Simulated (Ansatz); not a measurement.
# C₂H₅FOSi₂: one species, many methods

One table from this session's results is given with a row withheld; the runs are named, their logs left out.

Method: functionals in def2-TZVPP, the program's frozen cores in correlated methods; program: Ansatz 0.2.0, Gaussian basis.

Plan: LDA (SPW92), PBE-D4, revPBE-D4, BLYP-D4, r2SCAN-D4, B97M-V, PBE0-D4, B3LYP-D4, r2SCANh-D4, r2SCAN0-D4, HSE06-D4, BHLYP-D4, CAM-B3LYP-D4, LC-ωPBE, ωB97X-V, ωB97M-V, B2PLYP, PBE-QIDH; CCSD(T)/def2-SVP; CCSD(T)/def2-TZVPP; MP2/def2-QZVPP; extrapolation to the limit; RPA on PBE.

### The geometry

All runs share one geometry, relaxed beforehand with PBE0-D4 in a triple-zeta def2 set.

11 atoms, charge 0, spin multiplicity 1.

Atoms are counted from 1 here; the program's logs count them from 0.

Bond lengths: O1–Si2 1.639 Å, O1–H7 0.958 Å, Si2–C3 1.834 Å, Si2–H8 1.484 Å, Si2–H9 1.477 Å, C3–C4 1.215 Å, C4–Si5 1.819 Å, Si5–F6 1.596 Å, Si5–H10 1.478 Å, Si5–H11 1.479 Å. Angles: Si2–O1–H7 118.2°, O1–Si2–C3 111.3°, O1–Si2–H8 112.3°, O1–Si2–H9 106.3°, C3–Si2–H8 106.6°, C3–Si2–H9 109.2°, H8–Si2–H9 111.2°, Si2–C3–C4 178.9°, C3–C4–Si5 178.3°, C4–Si5–F6 109.2°, C4–Si5–H10 109.6°, C4–Si5–H11 109.7°, F6–Si5–H10 108.3°, F6–Si5–H11 108.2°, H10–Si5–H11 111.9°.

The first run:

File in.yaml:

```yaml
crystal:
  periodic: [false, false, false]
  atoms:
    - {symbol: O, position_ang: [-0.407200, -3.054829, 0.137251]}
    - {symbol: Si, position_ang: [0.659288, -2.024935, -0.562555]}
    - {symbol: C, position_ang: [0.284328, -0.281829, -0.130904]}
    - {symbol: C, position_ang: [0.020680, 0.873480, 0.137509]}
    - {symbol: Si, position_ang: [-0.341928, 2.599076, 0.583184]}
    - {symbol: F, position_ang: [-1.298743, 3.236439, -0.523483]}
    - {symbol: H, position_ang: [-1.340407, -2.932099, -0.042247]}
    - {symbol: H, position_ang: [0.633096, -2.108650, -2.043921]}
    - {symbol: H, position_ang: [1.990102, -2.381506, -0.030541]}
    - {symbol: H, position_ang: [0.914237, 3.378120, 0.614930]}
    - {symbol: H, position_ang: [-1.048152, 2.639732, 1.881580]}
basis:
  gaussian: {orbitals: def2-TZVPP}
hamiltonian: {xc: lda}
output: {orbitals: {seedname: orbitals}}
```

Run with:

```bash
> ansatz run in.yaml --threads 4 --pin off --events-out ev --progress --plain --max-ram 10444MiB
```

Among the steps run: LDA; PBE-D4 (GGA); revPBE-D4 (GGA); BLYP-D4 (GGA); r2SCAN-D4 (meta-GGA); B97M-V (meta-GGA); B3LYP-D4 (hybrid); r2SCANh-D4 (hybrid); r2SCAN0-D4 (hybrid); HSE06-D4 (hybrid); BHLYP-D4 (hybrid); CAM-B3LYP-D4 (range-separated); LC-ωPBE (range-separated); ωB97X-V (range-separated); ωB97M-V (range-separated); B2PLYP (double hybrid); PBE-QIDH (double hybrid).

One of the session's tables, all rows but one given; the rest of the session is left out.

It belongs to the step «Orbital energies across the functionals». 

| functional | HOMO (eV) | gap (eV) |
| --- | --- | --- |
| LDA (SPW92) | -7.47 | 5.07 |
| PBE-D4 | -7.32 | 5.18 |
| revPBE-D4 | -7.26 | 5.21 |
| BLYP-D4 | -7.16 | 5.18 |
| r2SCAN-D4 | -7.59 | 5.65 |
| B97M-V | -7.63 | 5.63 |
| PBE0-D4 | -8.55 | 7.28 |
| B3LYP-D4 | -8.30 | 6.85 |
| r2SCANh-D4 | ? | ? |
| r2SCAN0-D4 | -8.73 | 7.58 |
| HSE06-D4 | -8.15 | 6.50 |
| BHLYP-D4 | -9.60 | 9.33 |
| CAM-B3LYP-D4 | -9.88 | 9.71 |
| LC-ωPBE | -11.30 | 12.25 |
| ωB97X-V | -10.89 | 11.76 |
| ωB97M-V | -10.76 | 11.45 |

Q: Estimate the row for r2SCANh-D4 from the others.

Worked estimate for «HOMO (eV)». Against the share of exact exchange, r2SCAN-D4 (0, -7.59), r2SCAN0-D4 (0.25, -8.73) give a slope of -4.56 per unit share; at 0.1 the line stands at -8.05.

The run gave: HOMO (eV): -8.05; gap (eV): 6.42. In «HOMO (eV)» the line misses by 0.00.
